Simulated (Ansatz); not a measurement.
# Cl4FHTa: the cost of one run

Method: UKS PBE/def2-SVP, in Ansatz 0.2.0.

## 1. The system as given

Bond lengths: Ta1–F2 2.180 Å, Ta1–Cl3 2.470 Å, Ta1–Cl4 2.470 Å, Ta1–Cl5 2.470 Å, Ta1–Cl6 2.470 Å. Angles: F2–Ta1–Cl3 90.0°, F2–Ta1–Cl4 90.0°, F2–Ta1–Cl5 120.0°, F2–Ta1–Cl6 120.0°, Cl3–Ta1–Cl4 180.0°, Cl3–Ta1–Cl5 90.0°, Cl3–Ta1–Cl6 90.0°, Cl4–Ta1–Cl5 90.0°, Cl4–Ta1–Cl6 90.0°, Cl5–Ta1–Cl6 120.0°.

Coordinates:

```xyz
7

Ta    0.0000    0.0000    0.0000
F     2.1800    0.0000    0.0000
Cl    0.0000    0.0000    2.4700
Cl    0.0000    0.0000   -2.4700
Cl   -1.2350    2.1390    0.0000
Cl   -1.2350   -2.1390    0.0000
H     3.4000    0.0000    0.0000
```

## 2. A restrained relaxation towards end A

Springs on the bonds that form and break draw the guess towards this end; the thresholds are loose.

Input file input.yaml:

```yaml
crystal:
  periodic: [false, false, false]
  atoms:
    - { symbol: Ta, position_ang: [0.0, 0.0, 0.0] }
    - { symbol: F, position_ang: [2.18, 0.0, 0.0] }
    - { symbol: Cl, position_ang: [0.0, 0.0, 2.47] }
    - { symbol: Cl, position_ang: [0.0, 0.0, -2.47] }
    - { symbol: Cl, position_ang: [-1.235, 2.139, 0.0] }
    - { symbol: Cl, position_ang: [-1.235, -2.139, 0.0] }
    - { symbol: H, position_ang: [3.4, 0.0, 0.0] }
magnetization:
  spin_polarized: true
  initial_magnetization: 1
basis:
  gaussian: { orbitals: def2-SVP }
hamiltonian:
  xc: pbe
relax:
  f_tol: 0.15
  max_steps: 25
  restrain:
    - { distance: [1, 6], at: 2.12, k: 30.0 }
    - { distance: [0, 1], at: 1.93, k: 30.0 }
```

Run with:

```bash
$ ansatz run input.yaml --threads 4 --pin off --max-ram 5120MiB --backend cpu --events-out ev --progress --plain --runs-dir out
```

What time and memory should one allow on 4 threads of Arm Neoverse V1, shared host?

About 37 s, with a peak of 0.34 GiB.
